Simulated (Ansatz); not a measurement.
# MgCd3Te4: the cost of one run

Method: DFT r2SCAN, scalar-relativistic, plane waves, PAW, in Ansatz 0.2.0.

1 further run of the same task is left out (it didn't finish). Runs told in other sessions of the task aren't counted.

**1. The system as given**

Symmetry: P3m1, No. 156, trigonal system. Conventional cell: a = 4.661 Å, b = 4.661 Å, c = 15.238 Å, α = 90.00°, β = 90.00°, γ = 120.00°. Mg (site symmetry 3m) is surrounded by 4 Te at 2.83 Å. Around Cd (site symmetry 3m) lie 4 Te at 2.86 to 2.87 Å. Around Te (site symmetry 3m) lie 4 Cd at 2.86 to 2.87 Å. Around Te (site symmetry 3m) lie 1 Mg at 2.83 Å and 3 Cd at 2.86 Å. Around Te (site symmetry 3m) lie 3 Mg at 2.83 Å and 1 Cd at 2.87 Å.

Structure file:

```
Mg Cd Te
1.0
     4.66058    0.00000    0.00000
    -2.33029    4.03618    0.00000
     0.00000    0.00000   15.23766
Mg Cd Te
1 3 4
Direct
  0.33333 0.66667 0.49728
  0.33333 0.66667 0.99894
  0.66667 0.33333 0.25137
  0.66667 0.33333 0.74716
  0.33333 0.66667 0.18732
  0.33333 0.66667 0.68291
  0.66667 0.33333 0.43967
  0.66667 0.33333 0.93537
```

The cell was relaxed beforehand at this level, from a generated guess; it needn't be the stable form of this composition. At a tolerance of 0.02 Å it has space group P3m1 (No. 156); it has 35.83 Å³/atom, an uncorrected energy of -0.56 eV/atom over the elements and, on its mesh, gap 0.90 eV.

**2. The same geometry with r2SCAN**

File input.yaml:

```yaml
crystal:
  lattice:
    - [4.6605771203, 2.89e-08, 0.0]
    - [-2.3302885851, 4.036178168, 0.0]
    - [0.0, 0.0, 15.2376581]
  atoms:
    - { symbol: Mg, position: [0.3333333333, 0.6666666667, 0.497279] }
    - { symbol: Cd, position: [0.3333333333, 0.6666666667, 0.998942] }
    - { symbol: Cd, position: [0.6666666667, 0.3333333333, 0.251367] }
    - { symbol: Cd, position: [0.6666666667, 0.3333333333, 0.747157] }
    - { symbol: Te, position: [0.3333333333, 0.6666666667, 0.187318] }
    - { symbol: Te, position: [0.3333333333, 0.6666666667, 0.682907] }
    - { symbol: Te, position: [0.6666666667, 0.3333333333, 0.439666] }
    - { symbol: Te, position: [0.6666666667, 0.3333333333, 0.935365] }
basis:
  ecutwfc: 500
kpoints:
  mp_grid: { grid: [6, 6, 2] }
  band_path:
    path:
      - [[0.0, 0.0, 0.0], [0.5, 0.0, 0.0], [0.33333333, 0.33333333, 0.0], [0.0, 0.0, 0.0], [0.0, 0.0, 0.5], [0.5, 0.0, 0.5], [0.33333333, 0.33333333, 0.5], [0.0, 0.0, 0.5]]
      - [[0.5, 0.0, 0.5], [0.5, 0.0, 0.0]]
      - [[0.33333333, 0.33333333, 0.5], [0.33333333, 0.33333333, 0.0]]
    npoints: 14
hamiltonian:
  xc: r2scan
scf:
  occupations: { method: gaussian, width: 0.02 }
  n_extra_bands: 20
output:
  forces: true
  stress: true
  eigenvalues: true
  populations: true
  dos: { projected: true, de: 0.02, nscf_kmesh: { grid: [9, 9, 3] } }
  bader: true
```

The run is started by

```console
$ ansatz run input.yaml --threads 4 --pin off --max-ram 8192MiB --backend cpu --events-out ev --progress --plain --runs-dir out
```

**Question.** How long does this run take on 4 threads of Intel Xeon Platinum 8488C (Sapphire Rapids), shared host, and how much memory does it need?

About 82 s, with a peak of 2.9 GiB.
